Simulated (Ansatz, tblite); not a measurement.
# The cluster As2Se3−: isomers from a random search

The task here is to estimate one member of a computed series from the others.

Method: relaxed with PBE-D4/def2-SVPD, doublet; program: Ansatz 0.2.0, Gaussian basis.

6 further runs of the same task are left out: 4 that didn't finish, 2 set aside as unsound or not needed. Runs told in other sessions of the task aren't counted.

## The starting structure

5 atoms, charge -1, spin multiplicity 2.

Atoms are counted from 1 here; the program's logs count them from 0.

Bond lengths: As1–As2 2.488 Å, As1–Se4 2.267 Å, As1–Se5 2.412 Å, As2–Se3 2.268 Å, As2–Se5 2.412 Å. Angles: As2–As1–Se4 104.9°, As2–As1–Se5 59.0°, Se4–As1–Se5 108.0°, As1–As2–Se3 104.8°, As1–As2–Se5 59.0°, Se3–As2–Se5 108.1°, As1–Se5–As2 62.1°.

Geometry (Å):

```xyz
5
charge -1, multiplicity 2
As    1.23936   -0.04929   -0.24070
As   -1.23148    0.23161   -0.17254
Se   -1.55237    2.43132    0.27531
Se    1.58317   -1.87034   -1.54599
Se   -0.03868   -0.74330    1.68393
```

The ion is computed in the gas phase, without counter-ions or solvent.

A search from random starts with GFN2-xTB found 7 distinct shapes; 3 go on here. The structure above is candidate A, which lies 0.00 eV above the lowest at that level; B lies 0.20 eV above the lowest at that level; C lies 0.52 eV above the lowest at that level.

The first run:

in.yaml reads:

```yaml
crystal:
  periodic: [false, false, false]
  atoms:
    - {symbol: As, position_ang: [1.239360, -0.049290, -0.240700]}
    - {symbol: As, position_ang: [-1.231480, 0.231610, -0.172540]}
    - {symbol: Se, position_ang: [-1.552370, 2.431320, 0.275310]}
    - {symbol: Se, position_ang: [1.583170, -1.870340, -1.545990]}
    - {symbol: Se, position_ang: [-0.038680, -0.743300, 1.683930]}
basis:
  gaussian: {orbitals: def2-SVPD}
total_charge: -1
magnetization: {spin_polarized: true, initial_magnetization: 1}
hamiltonian: {xc: pbe, dispersion: d4}
scf: {lower_state_search: "off"}
output: {orbitals: {seedname: orbitals}}
relax: {f_tol: 0.02, max_steps: 100}
```

Run with:

```sh
$ ansatz run in.yaml --threads 4 --pin off --events-out ev --progress --plain --max-ram 4787MiB
```

Among the steps run: Relaxing candidate A; Relaxing candidate B; Relaxing candidate C; Candidate B, PBE0-D4/def2-TZVPD; Candidate B, PBE-D4/def2-TZVPD; Candidate B, r2SCAN-D4/def2-TZVPD; Candidate B, r2SCAN0-D4/def2-TZVPD; Candidate B, MP2/def2-TZVPD; Candidate C, PBE0-D4/def2-TZVPD; Candidate C, PBE-D4/def2-TZVPD; Candidate C, r2SCAN-D4/def2-TZVPD; Candidate C, r2SCAN0-D4/def2-TZVPD; Candidate C, MP2/def2-TZVPD.

One of the session's tables, all rows but one given; the rest of the session is left out.

It belongs to the step «C against A». 

```
                level  C above A (kcal/mol)
             GFN1-xTB                     ?
             GFN2-xTB                 +11.8
        HF/def2-TZVPD                  +5.9
    PBE-D4/def2-TZVPD                 +11.1
 r2SCAN-D4/def2-TZVPD                  +9.1
   PBE0-D4/def2-TZVPD                 +10.6
r2SCAN0-D4/def2-TZVPD                  +9.3
       MP2/def2-TZVPD                  +3.2
```

**Question.** Estimate the row for GFN1-xTB.

As computed: C above A (kcal/mol): +1.6. In the column «C above A (kcal/mol)» it is the lowest.

Caveats from the session: A random search of this size may have missed the true lowest shape. Only doublets are compared; another spin may lie lower and prefer another shape.
